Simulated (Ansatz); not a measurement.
# CH2SeTe: small, medium and large basis sets

The task here is to estimate one member of a computed series from the others.

Method: one geometry, several basis sets; program: Ansatz 0.2.0, Gaussian basis.

The runs, in order: PBE0-D4/def2-SVP; ωB97M-V/def2-SVP; PBE0-D4/def2-QZVPP; ωB97M-V/def2-QZVPP; the functionals' def2-TZVPP values are taken from earlier runs.

## The geometry

All runs share one geometry, relaxed beforehand with PBE0-D4 in a triple-zeta def2 set. Te takes the def2 core potential; no spin-orbit term is included.

5 atoms, charge 0, spin multiplicity 1.

Atoms are counted from 1 here; the program's logs count them from 0.

Bond lengths: Se1–C2 1.756 Å, C2–Te3 2.061 Å, C2–H4 1.088 Å, Te3–H5 1.663 Å. Angles: Se1–C2–Te3 124.9°, Se1–C2–H4 121.3°, Te3–C2–H4 113.7°, C2–Te3–H5 94.5°.

Set-up of the first run:

The input, in.yaml:

```yaml
crystal:
  periodic: [false, false, false]
  atoms:
    - {symbol: Se, position_ang: [-0.829864, -1.965371, -0.888549]}
    - {symbol: C, position_ang: [-0.258869, -0.564381, 0.001995]}
    - {symbol: Te, position_ang: [0.648283, 1.081865, -0.842655]}
    - {symbol: H, position_ang: [-0.362918, -0.500381, 1.083142]}
    - {symbol: H, position_ang: [0.853268, 1.874569, 0.604666]}
basis:
  gaussian: {orbitals: def2-SVP}
hamiltonian: {xc: pbe0, dispersion: d4}
output: {orbitals: {seedname: orbitals}}
```

Started as:

```sh
ansatz run in.yaml --threads 2 --pin off --events-out ev --progress --plain --max-ram 4352MiB
```

Steps of the session up to this table: PBE0-D4 in def2-SVP; ωB97M-V in def2-SVP; PBE0-D4 in def2-QZVPP; ωB97M-V in def2-QZVPP.

One of the session's tables, all rows but one given; the rest of the session is left out.

It belongs to the step «Functionals by basis». 

| functional | basis | HOMO (eV) | LUMO (eV) |
| --- | --- | --- | --- |
| PBE0-D4 | def2-SVP | -6.17 | -2.47 |
| PBE0-D4 | def2-TZVPP | -6.30 | -2.62 |
| PBE0-D4 | def2-QZVPP | -6.32 | -2.65 |
| ωB97M-V | def2-SVP | -8.30 | -0.44 |
| ωB97M-V | def2-TZVPP | -8.44 | -0.65 |
| ωB97M-V | def2-QZVPP | ? | ? |

**Question.** Estimate the row for ωB97M-V, def2-QZVPP.

The run gave: HOMO (eV): -8.46; LUMO (eV): -0.70. In the column «HOMO (eV)» it is the lowest.
